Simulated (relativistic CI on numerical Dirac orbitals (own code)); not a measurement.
**Zr XXXIX (Zr³⁸⁺): levels and lines**

The task is the spectrum of Zr³⁸⁺: levels, purity of their labels, lifetimes and lines; runs with one setting changed show what the result hangs on.

The numbers are computed with relativistic CI on numerical Dirac orbitals (own code) version 2 (Dirac-Coulomb-Breit CI, KLI orbitals optimised for each configuration, model QED (radiative potential, 1s self-energy scaled to tabulated hydrogen-like ionisation energies)), except any that are marked as measured or tabulated.

## 1. The atom as given

```
ion                       : Zr³⁸⁺ (Zr XXXIX)
nuclear charge            : 40
electrons                 : 2
isotope                   : A = 90
first configuration typed : 1s2
```

Outer shells as boxes (Hund's rule):

first configuration typed
```
1s [↑↓]
```

## 2. Base run

The run's settings:

```ini
atom Zr  Z=40  charge=38  electrons=2
nucleus A=90  rms_radius_fm=4.2694
hamiltonian dirac-coulomb  breit=on  qed=on  c_scale=1
orbitals kli  potential=per-configuration
slater_scale 1
correlation none
mixing on
configurations
  1s2
  1s 2s
  1s 2p
  1s 3s
  1s 3p
  1s 3d
  1s 4s
  1s 4p
  1s 4d
  1s 4f
  1s 5s
  1s 5p
  1s 5d
  1s 5f
  1s 5g
  1s 6s
  1s 6p
  1s 6d
end
```

## 3. Without configuration mixing

Settings: those of step 2 with these lines changed.

```diff
@@ -6,3 +6,3 @@
 correlation none
-mixing on
+mixing off
 configurations
```

## 4. One common potential

Settings: those of step 3 with these lines changed.

```diff
@@ -3,6 +3,6 @@
 hamiltonian dirac-coulomb  breit=on  qed=on  c_scale=1
-orbitals kli  potential=per-configuration
+orbitals kli  potential=mean
 slater_scale 1
 correlation none
-mixing off
+mixing on
 configurations
```

(Steps that only read results are left out.)

**Question.** What will these runs give? Wanted: lowest level; first excitation; lowest level of the other parity; fastest E1 line; ionisation energy.

As calculated:

| run | time | mean size of shift, levels followed (cm⁻¹) | lowest level | ionisation energy (eV) |
| --- | --- | --- | --- | --- |
| main run | 0.85 s | 0 | 1s2 1S0 | 21514 |
| without configuration mixing | 0.85 s | 421 | 1s2 1S0 | - |
| one common potential | 0.73 s | 3231 | 1s2 1S0 | - |

The tabulated theoretical ionisation energy (NIST) is 21516.5 eV.

| quantity | value |
| --- | --- |
| lowest level | 1s2 1S0 |
| first excitation | 1s 2s 3S1, 16133.62 eV |
| lowest level of the other parity | 1s 2p 3P°0, 16185.19 eV |
| levels in the model | 59 |
| fastest E1 line (by rate) to the lowest level | 0.07598 nm, from 1s 2p [1s 2p3/2] J=1° |
| ionisation energy | 21514 eV |
| ionisation energy, tabulated theoretical (NIST) | 21516.5 eV |

**Reading.** The lowest level is 1s2 1S0, 100 % pure in LS and 100 % in jj coupling; over the low levels the means are 91 and 100 %, so jj coupling describes them better. The ionisation energy from the two ground configurations alone is 0.0095 % below the tabulated theoretical value. Of the changes tried, the run «one common potential» moves the low levels most, by 3231 cm⁻¹ on average. Lifetimes count radiative decay inside the model alone.
